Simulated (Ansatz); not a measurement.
# C2H6GaN: one species, many methods

One table from this session's results is given with a row withheld; the runs are named, their logs left out.

Computed with Ansatz 0.2.0, Gaussian basis. Level: functionals in def2-TZVPP, the program's frozen cores in correlated methods.

Plan: PBE-D4, r2SCAN-D4, PBE0-D4, B3LYP-D4, ωB97X-V, ωB97M-V, B2PLYP; CCSD(T)/def2-TZVPP; MP2/def2-QZVPP; extrapolation to the limit.

**The geometry**

The geometry comes from an earlier relaxation with PBE0-D4 in a triple-zeta def2 set; it is a stationary point, not always the lowest conformer.

10 atoms, charge 0, spin multiplicity 1.

Atoms are counted from 1 here; the program's logs count them from 0.

Bond lengths: C1–N2 1.244 Å, C1–H5 1.102 Å, C1–H6 1.102 Å, N2–Ga3 1.816 Å, Ga3–C4 1.959 Å, Ga3–H7 1.561 Å, C4–H8 1.092 Å, C4–H9 1.093 Å, C4–H10 1.090 Å. Angles: N2–C1–H5 121.5°, N2–C1–H6 123.8°, H5–C1–H6 114.7°, C1–N2–Ga3 156.7°, N2–Ga3–C4 116.8°, N2–Ga3–H7 114.7°, C4–Ga3–H7 128.2°, Ga3–C4–H8 110.5°, Ga3–C4–H9 110.3°, Ga3–C4–H10 111.0°, H8–C4–H9 107.4°, H8–C4–H10 108.8°, H9–C4–H10 108.8°.

The first run:

File in.yaml:

```yaml
crystal:
  periodic: [false, false, false]
  atoms:
    - {symbol: C, position_ang: [0.127512, 2.224529, -0.799563]}
    - {symbol: N, position_ang: [0.392434, 1.012902, -0.706735]}
    - {symbol: Ga, position_ang: [0.812776, -0.542675, 0.130895]}
    - {symbol: C, position_ang: [-0.682459, -1.698664, 0.646145]}
    - {symbol: H, position_ang: [-0.092394, 2.692375, -1.772360]}
    - {symbol: H, position_ang: [0.092938, 2.912816, 0.060561]}
    - {symbol: H, position_ang: [2.340635, -0.858298, 0.189802]}
    - {symbol: H, position_ang: [-0.629327, -2.652628, 0.116483]}
    - {symbol: H, position_ang: [-0.640830, -1.917083, 1.715936]}
    - {symbol: H, position_ang: [-1.638282, -1.224575, 0.421936]}
basis:
  gaussian: {orbitals: def2-TZVPP}
hamiltonian: {xc: pbe, dispersion: d4}
output: {forces: true, orbitals: {seedname: orbitals}}
```

Run with:

```sh
ansatz run in.yaml --threads 4 --pin off --events-out ev --progress --plain --max-ram 10444MiB
```

Among the steps run: PBE-D4 (GGA); r2SCAN-D4 (meta-GGA); PBE0-D4 (hybrid); B3LYP-D4 (hybrid); ωB97X-V (range-separated); ωB97M-V (range-separated); B2PLYP (double hybrid); CCSD(T) in def2-TZVPP; MP2 in def2-QZVPP.

One of the session's tables, all rows but one given; the rest of the session is left out.

| method | atomisation energy (kJ/mol) |
| --- | --- |
| PBE-D4 | 3563.4 |
| r2SCAN-D4 | 3496.1 |
| PBE0-D4 | 3495.4 |
| B3LYP-D4 | 3496.2 |
| ωB97X-V | 3502.7 |
| ωB97M-V | 3494.1 |
| B2PLYP | 3462.9 |
| HF/def2-TZVPP | 2488.0 |
| MP2/def2-TZVPP | 3452.9 |
| CCSD/def2-TZVPP | ? |
| CCSD(T)/def2-TZVPP | 3415.3 |
| MP2/CBS | 3533.4 |
| CCSD(T)/CBS | 3495.8 |

Estimate the missing values for CCSD/def2-TZVPP.

As computed: atomisation energy (kJ/mol): 3360.4. In the column «atomisation energy (kJ/mol)» it lies between HF/def2-TZVPP (2488.0) and CCSD(T)/def2-TZVPP (3415.3).
